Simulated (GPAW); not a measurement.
# HfGe (P-6m2) in GPAW: convergence with k mesh

Aim: find how far k mesh must go before the results for HfGe settle, at PBE. This setting moves, with any that are tied to it; all else stays.

Everything below comes from runs of GPAW 26.7.0. Logs are shortened: lines on timing, memory, paths and dates and some standing lists are left out, and cuts for length are marked. The log counts tension as positive stress, the text compression.

## 1. The crystal as given

It takes space group P-6m2 (No. 187, hexagonal). The conventional cell has a = 3.934 Å, b = 3.934 Å, c = 3.510 Å, α = 90.00°, β = 90.00°, γ = 120.00°. Hf (site symmetry -6m2) is surrounded by 3 Ge at 2.27 Å. Around Ge (site symmetry -6m2) lie 3 Hf at 2.27 Å.

The cell was built by a generator and needn't be a form met in nature.

## 2. With k mesh 2 × 2 × 2

Contents of run.py:

```python
from ase.dft.bandgap import bandgap
from ase.io import read, write
from ase.units import GPa
from gpaw import GPAW, PW, setup_paths

setup_paths.insert(0, '.')

atoms = read('HfGe.xyz')

calc = GPAW(mode=PW(600),
            xc='PBE',
            kpts={'size': (2, 2, 2), 'gamma': True},
            occupations={'name': 'fermi-dirac', 'width': 0.05},
            setups={'Ge': 'jth', 'Hf': 'jth'},
            nbands=-10,
            convergence={'density': 1e-05, 'energy': 1e-05},
            maxiter=100,
            txt='gpaw.txt')
atoms.calc = calc
energy = atoms.get_potential_energy()
forces = atoms.get_forces()
stress = atoms.get_stress()
calc.write('gs.gpw')
write('result.traj', atoms)
print(f'Energy: {energy:.6f} eV')
print('Forces (eV/A):')
print(forces.round(4))
print('Stress (GPa):', (stress / GPa).round(3))
print('Fermi level:', round(calc.get_fermi_level(), 4), 'eV')
print(f'Gap: {bandgap(calc)[0]:.4f} eV, direct: {bandgap(calc, direct=True)[0]:.4f} eV')
```

Contents of HfGe.xyz:

```xyz
2
Lattice="3.9335093854 0.0000000000 0.0000000000 -1.9667546927 3.4065190538 0.0000000000 0.0000000000 0.0000000000 3.5096193900" Properties=species:S:1:pos:R:3 pbc="T T T"
Hf     0.0000000000      0.0000000000      1.7548096950
Ge    -0.0000000002      2.2710127026      1.7548096950
```

Potentials or basis: JTH PAW 2.0, PBE, pw.

Run with:

```bash
$ OMP_NUM_THREADS=1 python run.py
```

Wall time 5.4 s (1 thread of Arm Neoverse V1, shared host); peak memory 0.15 GiB.

Results:

```
Free energy            : -6.6007 eV
Pressure               : 40.2 GPa
Band gap on the k mesh : none (metal or under the smearing width)
```

## 3. With k mesh 3 × 3 × 3

Changes to run.py since step 2:

```diff
@@ -11,3 +11,3 @@
             xc='PBE',
-            kpts={'size': (2, 2, 2), 'gamma': True},
+            kpts={'size': (3, 3, 3), 'gamma': True},
             occupations={'name': 'fermi-dirac', 'width': 0.05},
```

HfGe.xyz is that of step 2.

Potentials or basis: JTH PAW 2.0, PBE, pw.

Run with:

```bash
$ OMP_NUM_THREADS=1 python run.py
```

Wall time 6.4 s (1 thread of Arm Neoverse V1, shared host); peak memory 0.15 GiB.

Results:

```yaml
Free_energy: -7.4804 eV
Pressure: 37.5 GPa
Band_gap_on_the_k_mesh: 0.55 eV, direct
```

## 4. With k mesh 4 × 4 × 4

Changes to run.py since step 3:

```diff
@@ -11,3 +11,3 @@
             xc='PBE',
-            kpts={'size': (3, 3, 3), 'gamma': True},
+            kpts={'size': (4, 4, 4), 'gamma': True},
             occupations={'name': 'fermi-dirac', 'width': 0.05},
```

HfGe.xyz is that of step 3.

Run with:

```bash
$ OMP_NUM_THREADS=1 python run.py
```

It took 10 s on 1 thread of Arm Neoverse V1, shared host; peak memory 0.15 GiB.

Results (log left out):

- Free energy: -7.1656 eV
- Pressure: 37.7 GPa
- Band gap on the k mesh: none (metal or under the smearing width)

## 5. With k mesh 5 × 5 × 5

Changes to run.py since step 4:

```diff
@@ -11,3 +11,3 @@
             xc='PBE',
-            kpts={'size': (4, 4, 4), 'gamma': True},
+            kpts={'size': (5, 5, 5), 'gamma': True},
             occupations={'name': 'fermi-dirac', 'width': 0.05},
```

HfGe.xyz is that of step 4.

Run with:

```bash
$ OMP_NUM_THREADS=1 python run.py
```

Run time: 13 s. Hardware: 1 thread of Arm Neoverse V1, shared host; peak memory 0.16 GiB.

Results (log left out):

| Property | Result |
| --- | --- |
| Free energy | -7.1660 eV |
| Pressure | 38.4 GPa |
| Band gap on the k mesh | 0.07 eV, indirect (least direct gap 0.38 eV) |

## 6. With k mesh 6 × 6 × 6

Changes to run.py since step 5:

```diff
@@ -11,3 +11,3 @@
             xc='PBE',
-            kpts={'size': (5, 5, 5), 'gamma': True},
+            kpts={'size': (6, 6, 6), 'gamma': True},
             occupations={'name': 'fermi-dirac', 'width': 0.05},
```

HfGe.xyz is that of step 5.

Potentials or basis: JTH PAW 2.0, PBE, pw.

Run with:

```bash
$ OMP_NUM_THREADS=1 python run.py
```

Run time: 20 s. Hardware: 1 thread of Arm Neoverse V1, shared host; peak memory 0.17 GiB.

Results (log left out):

```
Free energy            : -7.1683 eV
Pressure               : 37.6 GPa
Band gap on the k mesh : none (metal or under the smearing width)
```

## 7. With k mesh 7 × 7 × 7

Changes to run.py since step 6:

```diff
@@ -11,3 +11,3 @@
             xc='PBE',
-            kpts={'size': (6, 6, 6), 'gamma': True},
+            kpts={'size': (7, 7, 7), 'gamma': True},
             occupations={'name': 'fermi-dirac', 'width': 0.05},
```

HfGe.xyz is that of step 6.

Run with:

```bash
$ OMP_NUM_THREADS=1 python run.py
```

Wall time 24 s (1 thread of Arm Neoverse V1, shared host); peak memory 0.17 GiB.

The run converged. Its results:

- Free energy: -7.1554 eV
- Pressure: 38.2 GPa
- Band gap on the k mesh: none (metal or under the smearing width)

## 8. With k mesh 9 × 9 × 8

Changes to run.py since step 7:

```diff
@@ -11,3 +11,3 @@
             xc='PBE',
-            kpts={'size': (7, 7, 7), 'gamma': True},
+            kpts={'size': (9, 9, 8), 'gamma': True},
             occupations={'name': 'fermi-dirac', 'width': 0.05},
```

HfGe.xyz is that of step 7.

Run with:

```bash
$ OMP_NUM_THREADS=1 python run.py
```

It took 40 s on 1 thread of Arm Neoverse V1, shared host; peak memory 0.19 GiB.

Results (log left out):

* Free energy: -7.1610 eV
* Pressure: 38.0 GPa
* Band gap on the k mesh: none (metal or under the smearing width)

## 9. With k mesh 10 × 10 × 10

Changes to run.py since step 8:

```diff
@@ -11,3 +11,3 @@
             xc='PBE',
-            kpts={'size': (9, 9, 8), 'gamma': True},
+            kpts={'size': (10, 10, 10), 'gamma': True},
             occupations={'name': 'fermi-dirac', 'width': 0.05},
```

HfGe.xyz is that of step 8.

Potentials or basis: JTH PAW 2.0, PBE, pw.

Run with:

```bash
$ OMP_NUM_THREADS=1 python run.py
```

gpaw.txt:

```text
__  _  _
 | _ |_)|_||  |
 |__||  | ||/\| - 26.7.0

Input parameters:
  mode=PW(ecut=600.0),
  convergence={'density': 1e-05, 'energy': 1e-05},
  kpts=MonkhorstPack(size=(10, 10, 10), gamma=True),
  maxiter=100,
  nbands=-10,
  occupations=Occupations(name='fermi-dirac', width=0.05),
  setups={'Ge': 'jth', 'Hf': 'jth'},
  xc=XC(name='PBE')

Diagonalizing LCAO Hamiltonian
Converting LCAO to pw mode

         Ge
       Hf

Atoms  # Å, Bohr magnetons
|   | symbol |         x |        y |        z |    initial magnetic moments |
|---|--------|-----------|----------|----------|-----------------------------|
| 0 |     Hf |  0.000000 | 0.000000 | 1.754810 | ( 0.0000,  0.0000,  0.0000) |
| 1 |     Ge | -0.000000 | 2.271013 | 1.754810 | ( 0.0000,  0.0000,  0.0000) |

Unit cell  # Å
| periodic |         x |        y |        z |  lengths |     angles |
|----------|-----------|----------|----------|----------|------------|
|      yes |  3.933509 | 0.000000 | 0.000000 | 3.933509 |  90.000000 |
|      yes | -1.966755 | 3.406519 | 0.000000 | 3.933509 |  90.000000 |
|      yes |  0.000000 | 0.000000 | 3.509619 | 3.509619 | 120.000000 |

Number of symmetries: 12
Symmetry operations  # r_c * U_cc + t_c -> r_c
|    | kind |            matrix            |
|----|------|------------------------------|
|  0 |  σ   |  1, 1, 0,  0,-1, 0,  0, 0, 1 |
|  1 |  C2  |  1, 1, 0,  0,-1, 0,  0, 0,-1 |
|  2 |  E   |  1, 0, 0,  0, 1, 0,  0, 0, 1 |
|  3 |  σ   |  1, 0, 0,  0, 1, 0,  0, 0,-1 |
|  4 |  C3  |  0, 1, 0, -1,-1, 0,  0, 0, 1 |
|  5 |  S3  |  0, 1, 0, -1,-1, 0,  0, 0,-1 |
|  6 |  σ   |  0,-1, 0, -1, 0, 0,  0, 0, 1 |
|  7 |  C2  |  0,-1, 0, -1, 0, 0,  0, 0,-1 |
|  8 |  σ   | -1, 0, 0,  1, 1, 0,  0, 0, 1 |
|  9 |  C2  | -1, 0, 0,  1, 1, 0,  0, 0,-1 |
| 10 |  C3  | -1,-1, 0,  1, 0, 0,  0, 0, 1 |
| 11 |  S3  | -1,-1, 0,  1, 0, 0,  0, 0,-1 |

BZ-sampling:
  Number of BZ points: 1000
  Number of IBZ points: 84

  Monkhorst-Pack size: [10, 10, 10]
  Monkhorst-Pack shift: [0.05, 0.05, 0.05]

K-points  # in reciprocal-cell coordinates
|     |                                coordinates |     weight |
|-----|--------------------------------------------|------------|
|   0 | (  0.00000000,   0.00000000,   0.00000000) | 0.00100000 |
|   1 | (  0.00000000,   0.00000000,   0.10000000) | 0.00200000 |
|   2 | (  0.00000000,   0.00000000,   0.20000000) | 0.00200000 |
|   3 | (  0.00000000,   0.00000000,   0.30000000) | 0.00200000 |
|   4 | (  0.00000000,   0.00000000,   0.40000000) | 0.00200000 |
|   5 | (  0.00000000,   0.00000000,   0.50000000) | 0.00100000 |
|   6 | (  0.10000000,   0.00000000,   0.00000000) | 0.00600000 |
|   7 | (  0.10000000,   0.00000000,   0.10000000) | 0.01200000 |
|   8 | (  0.10000000,   0.00000000,   0.20000000) | 0.01200000 |
|   9 | (  0.10000000,   0.00000000,   0.30000000) | 0.01200000 |
| ... |                                            |            |
|  83 | (  0.50000000,   0.50000000,   0.50000000) | 0.00300000 |

Plane wave coefficients: 1596
Cutoff: 600.0 eV

Spin-components: 1 (collinear spins)
Bands:           23
Projectors:      12
Spin-degeneracy: 2
Datatype:        complex128

Parallelization:
  kpt:    1
  domain: 1
  band:   1

Density:
  Valence electrons: 26.0
  Components: 1
  Grid points: [24 24 20]
  Charge: 0.0  # |e|

Potential:
  Grid points: [24 24 20]

species:
  Hf:
    name:    Hafnium
    Z:       72.0
    valence: 12
    core:    60
    charge:  0.0  # [|e|]
    compensation charges:
      type: sinc
      rc: 1.28  # [Å]
      lmax: 2
    cutoffs:
      filter: 1.28  # [Å]
      core: 4.10  # [Å]
    projectors
    | kind |    occ | energy [eV] | rcut [Å] |
    |------|--------|-------------|----------|
    |   5s |  2.000 |     -67.016 |    1.168 |
    |   6s |  2.000 |      -5.108 |    1.168 |
    |   5p |  6.000 |     -35.574 |    1.276 |
    |   6p |  0.000 |      -1.396 |    1.276 |
    |   5d |  2.000 |      -2.689 |    1.168 |
    |    d |        |       4.082 |    1.168 |

    Using partial waves for Hf as LCAO basis

  Ge:
    name:    Germanium
    Z:       32.0
    valence: 14
    core:    18
    charge:  0.0  # [|e|]
    compensation charges:
      type: sinc
      rc: 1.06  # [Å]
      lmax: 2
    cutoffs:
      filter: 1.22  # [Å]
      core: 2.00  # [Å]
    projectors
    | kind |    occ | energy [eV] | rcut [Å] |
    |------|--------|-------------|----------|
    |   4s |  2.000 |     -11.731 |    1.114 |
    |    s |        |      40.817 |    1.114 |
    |   4p |  2.000 |      -3.895 |    1.220 |
    |    p |        |      47.620 |    1.220 |
    |   3d | 10.000 |     -29.311 |    1.012 |
    |    d |        |      40.817 |    1.012 |

    Using partial waves for Ge as LCAO basis

Reference energy: -467411.345849  # eV

eigensolver:
  PPCG
  Converge bands: occupied
  niter=2

density mixing:
  MSR1-Mixer
  Pratt-step length: 0.05
  Maximum mixing coefficient: 0.75
  Old densities: 10
  SVD Regularization: 0.005
  Good broyden scale: 1.0
  Trust region scale: 1.0
  Backstep threshold: 4.0
  History deletion threshold: 6.0
  Fourier metric: weight=20.0, sigma=0.015

occupation numbers:
  Fermi-Dirac:
    width: 0.0500  # eV

poisson solver:
  ecut: 4800.0  # eV

xc functional:
  name: PBE with 2 nearest neighbor stencil

convergence criteria:
- Maximum integral of absolute [dens]ity change: 1e-05 electrons / valence electron
- Maximum [total energy] change in last 3 cyles: 1e-05 eV / valence electron
- Maximum integral of absolute [eigenst]ate change: 4e-08 eV^2 / valence electron
maximum number of iterations: 100

SCF iterations
|iter     | |      energy | eigst |  dens |
|---------|-|-------------|-------|-------|
|iter:   1| |   -7.901518 | -0.18 |       |
|iter:   2| |   -7.745055 | -2.03 | -1.13 |
|iter:   3| |   -7.155691 | -1.27 | -1.18 |
|iter:   4| |   -7.153856 | -2.92 | -1.98 |
|iter:   5| |   -7.153649 | -3.88 | -2.33 |
|iter:   6| |   -7.153693c| -5.22 | -3.29 |
|iter:   7| |   -7.153680c| -6.33 | -3.80 |
|iter:   8| |   -7.153682c| -7.62c| -4.49 |
|iter:   9| |   -7.153682c| -7.92c| -5.03c|

Converged in 9 steps
Energy contributions relative to reference atoms: (reference = -467411.345849)

Energy contributions:
  Kinetic:          56.424674
  Coulomb:         -46.882121
  Zero:              0.097051
  External:          0.000000
  Xc:              -16.786291
  Entropy:          -0.013989
  Spinorbit:         0.000000
  ----------------------------
  Free energy:      -7.160676
  Extrapolated:     -7.153682

dipole moment: (-15.526624, -24.020304, 0.018899)  # |e|*Ang

Fermi level: 4.251
Eigenvalues  # (at kpt = [0.000, 0.000, 0.000])
| band index |      eig [eV] | occ [0-2] |
|------------|---------------|-----------|
|          0 |       -57.564 |     2.000 |
|        ... |               |           |
|          5 |       -19.568 |     2.000 |
|          6 |       -19.568 |     2.000 |
|          7 |       -19.474 |     2.000 |
|          8 |       -19.474 |     2.000 |
|          9 |        -5.889 |     2.000 |
|         10 |         1.687 |     2.000 |
[... 8 lines left out ...]
|         19 |        13.930 |     0.000 |
|         20 |        16.743 |     0.000 |
|        ... |               |           |
|         22 |        19.474 |     0.000 |

No gap
No difference between direct/indirect transitions

Forces  # eV/Ang
|       x |       y |       z |
|---------|---------|---------|
| 0.00000 | 0.00000 | 0.00000 |  # Hf   0
| 0.00000 | 0.00000 | 0.00000 |  # Ge   1

Stress tensor  # eV/Ang^3
|         x |         y |        z |
|-----------|-----------|----------|
| -0.380368 |  0.000000 | 0.000000 |
|  0.000000 | -0.380368 | 0.000000 |
|  0.000000 |  0.000000 | 0.049631 |

# Writing to gs.gpw (mode='')
```

Run time: 55 s. Hardware: 1 thread of Arm Neoverse V1, shared host; peak memory 0.21 GiB.

Results:

```yaml
Free_energy: -7.1607 eV
Pressure: 38.0 GPa
Band_gap_on_the_k_mesh: none (metal or under the smearing width)
```

## 10. The series at a glance

| k mesh | energy less the tightest run, at zero smearing (meV/atom) | pressure (GPa) | gap on the mesh (eV) | SCF cycles | CPU time (s) | peak memory (GiB) |
| --- | --- | --- | --- | --- | --- | --- |
| 2 × 2 × 2 | 283.81 | 40.18 | 0.000 | 9 | 5.4 | 0.15 |
| 3 × 3 × 3 | -163.26 | 37.54 | 0.549 | 9 | 6.4 | 0.15 |
| 4 × 4 × 4 | -1.43 | 37.73 | 0.000 | 10 | 10 | 0.15 |
| 5 × 5 × 5 | -2.31 | 38.44 | 0.068 | 10 | 13 | 0.16 |
| 6 × 6 × 6 | -2.97 | 37.61 | 0.000 | 10 | 20 | 0.17 |
| 7 × 7 × 7 | 3.44 | 38.18 | 0.000 | 10 | 23 | 0.17 |
| 9 × 9 × 8 | 0.22 | 38.01 | 0.000 | 9 | 37 | 0.19 |
| 10 × 10 × 10 | 0.00 | 37.98 | 0.000 | 9 | 52 | 0.21 |

Against the tightest run, the energy stays within 1 meV/atom from 9 × 9 × 8 on; the pressure stays within 0.1 GPa from 9 × 9 × 8 on; the gap on the mesh stays within 0.01 eV from 6 × 6 × 6 on. Meshes of other sizes hit other points, so gaps and Fermi surfaces needn't settle smoothly. The tightest run that finished is the yardstick and may itself not be fully converged.

Caveats: the program truncates these outside data sets; a pressure of tens of GPa on the cell as given is suspect, and the run, the potentials or the cell itself is likely at fault.
